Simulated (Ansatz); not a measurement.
**Fe2Ge (P6_3/mmc): equation of state**

An exercise on one series of results from a longer session: the logs are not shown, and one member is left open.

Program: Ansatz 0.2.0. Level of theory: DFT LDA, scalar-relativistic, plane waves, PAW. These are calculated values, not measurements.

## The system as given

The structure is hexagonal, space group P6_3/mmc (No. 194). The conventional cell has a = 4.008 Å, b = 4.008 Å, c = 4.835 Å, α = 90.00°, β = 90.00°, γ = 120.00°. Fe (site symmetry -3m) has 8 Fe at 2.42 to 2.61 Å and 6 Ge at 2.61 Å as nearest neighbours. Fe (site symmetry -6m2) has 5 Ge at 2.31 to 2.42 Å and 6 Fe at 2.61 Å as nearest neighbours. Ge (site symmetry -6m2) is surrounded by 11 Fe at 2.31 to 2.61 Å.

Structure file:

```xyz
6
Lattice="4.0081 0.0000 0.0000 -2.0041 3.4711 0.0000 0.0000 0.0000 4.8350" Properties=species:S:1:pos:R:3 pbc="T T T"
Fe    0.0000    0.0000    0.0000
Fe    0.0000    0.0000    2.4175
Fe    2.0041    1.1570    3.6263
Fe    0.0000    2.3141    1.2088
Ge    2.0041    1.1570    1.2088
Ge    0.0000    2.3141    3.6263
```

An earlier run at LDA left this cell at 11.211 Å³/atom and 0.00 GPa (12×12×8 mesh).

Volume factors to run: 0.980, 1.020, 0.960, 1.040.

The first run:

File input.yaml:

```yaml
crystal:
  lattice:
    - [3.9812220594, 0.0, 0.0]
    - [-1.9906110297, 3.4478394416, 0.0]
    - [0.0, 0.0, 4.8025531373]
  atoms:
    - { symbol: Fe, position: [0.0, 0.0, 0.0], spin: 2.28 }
    - { symbol: Fe, position: [0.0, 0.0, 0.5], spin: 2.28 }
    - { symbol: Fe, position: [0.6666666667, 0.3333333333, 0.75], spin: 1.12 }
    - { symbol: Fe, position: [0.3333333333, 0.6666666667, 0.25], spin: 1.12 }
    - { symbol: Ge, position: [0.6666666667, 0.3333333333, 0.25] }
    - { symbol: Ge, position: [0.3333333333, 0.6666666667, 0.75] }
basis:
  ecutwfc: 420
  ecutrho_ratio: 4
kpoints:
  mp_grid: { grid: [12, 12, 8] }
hamiltonian:
  xc: lda
scf:
  occupations: { method: gaussian, width: 0.05 }
output:
  forces: true
  stress: true
  eigenvalues: true
  populations: true
magnetization:
  spin_polarized: true
relax:
  f_tol: 0.01
  max_steps: 40
  cell: { stress_tol: 0.1, fix: [volume] }
```

Run with:

```bash
ansatz run input.yaml --threads 2 --pin off --max-ram 5120MiB --backend cpu --events-out ev --progress --plain --runs-dir out
```

Steps of the session up to this table: Volume × 0.980; At 1.020 of the relaxed volume; At 0.960 of the relaxed volume; Scaling the volume by 1.040.

One table of the session follows, with a row left open; its other results are not shown here.

It belongs to the step «Energy and pressure against volume». 

```
volume (Å³/atom)  energy (meV/atom)  pressure (GPa)  moment of atom 1 (μB)
          10.763              13.41            9.58                   1.96
          10.987               3.20            4.71                   2.03
          11.211               0.00            0.00                   2.07
          11.436                  ?               ?                      ?
          11.660              11.08           -7.74                   2.16
```

**Question.** Estimate the row for volume (Å³/atom) = 11.436.

Worked estimate for «energy (meV/atom)». A straight line through the neighbours (11.211, 0.00) and (11.660, 11.08) gives 0.00 + (11.08 − 0.00) × (11.436 − 11.211) / (11.660 − 11.211) = 5.55; a parabola fitted to 3 rows on both sides gives 2.63.

**Answer.** energy (meV/atom): 2.89; pressure (GPa): -4.04; moment of atom 1 (μB): 2.12. In «energy (meV/atom)» the line misses by +2.66 and the parabola by -0.26.

To keep in mind: Warnings in the runs' records: stability check not made.
